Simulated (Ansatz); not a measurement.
# H4NSeSi: the cost of one run

All numbers are computed with Ansatz 0.2.0 through its Python package. Level of theory: CAM-B3LYP/def2-SVP.

**1. The system**

Bond lengths: N1–Si2 1.789 Å, Si2–Se3 2.280 Å, N1–H4 1.044 Å, N1–H5 1.044 Å, Si2–H6 1.470 Å, Se3–H7 1.536 Å. Angles: N1–Si2–Se3 109.4°, N1–Si2–H6 109.5°, Se3–Si2–H6 109.5°, Si2–N1–H4 106.7°, Si2–N1–H5 106.7°, H4–N1–H5 106.8°, Si2–Se3–H7 90.5°.

No structure file is read: the coordinates are typed or built in the script.

**2. Script**

bend_h4nsesi.py

```python
'''Energy of H4NSeSi against one bond angle.'''

import ansatz as az
from ase import Atoms

config = {
    'basis_set': 'def2-SVP',
    'xc': 'cam_b3lyp',
    'fmax': 0.02,
}


def main() -> None:
    atoms = Atoms(['N', 'Si', 'Se', 'H', 'H', 'H', 'H'], positions=[
        (-1.0289, 0.5341, -0.3973),
        (-0.0491, -0.7317, 0.4011),
        (2.1273, -0.5302, -0.2492),
        (-0.6709, 1.4529, -0.0532),
        (-2.0025, 0.4346, -0.0326),
        (-0.5546, -2.0579, 0.0167),
        (2.1787, 0.8982, 0.3144),
    ])

    # relax first, so that the scan starts from a minimum
    first = (
        az.Crystal.molecule_from_ase(atoms).calculation()
        .basis(gaussian=config['basis_set'])
        .functional(config['xc'])
        .spin('collinear', total=1)
        .relax(force_tolerance=config['fmax'], max_steps=80)
    )
    atoms.positions = first.run().report['positions_ang']

    rows = []
    for angle in [85, 95, 105, 115, 125, 140, 160]:
        bent = atoms.copy()
        bent.set_angle(1, 2, 6, angle, indices=[6])
        setup = (
            az.Crystal.molecule_from_ase(bent).calculation()
            .basis(gaussian=config['basis_set'])
            .functional(config['xc'])
            .spin('collinear', total=1)
        )
        rows.append((angle, setup.run().report['free_energy_ev']))
    floor = min(e for _, e in rows)
    for angle, e in rows:
        print(f'angle Si1-Se2-H6 = {angle:3d} deg   {1000 * (e - floor):9.1f} meV')


if __name__ == '__main__':
    main()
```

**3. The calls as engine input**

The package turns the script's settings into the engine's input (first run):

```yaml
crystal:
  periodic: [false, false, false]
  atoms:
    - { symbol: "N", position_ang: [-1.0289, 0.5341, -0.3973] }
    - { symbol: Si, position_ang: [-0.0491, -0.7317, 0.4011] }
    - { symbol: Se, position_ang: [2.1273, -0.5302, -0.2492] }
    - { symbol: H, position_ang: [-0.6709, 1.4529, -0.0532] }
    - { symbol: H, position_ang: [-2.0025, 0.4346, -0.0326] }
    - { symbol: H, position_ang: [-0.5546, -2.0579, 0.0167] }
    - { symbol: H, position_ang: [2.1787, 0.8982, 0.3144] }
basis:
  gaussian:
    orbitals: def2-SVP
hamiltonian:
  xc: cam_b3lyp
magnetization:
  spin_polarized: true
  initial_magnetization: 1.0
relax:
  f_tol: 0.02
  max_steps: 80
```

**4. The run**

Command:

```console
$ python bend_h4nsesi.py
```

**Question.** How long does this script take on 1 thread of Arm Neoverse V2, shared host, and how much memory does it need?

About 2.1 min, with a peak of 0.35 GiB.
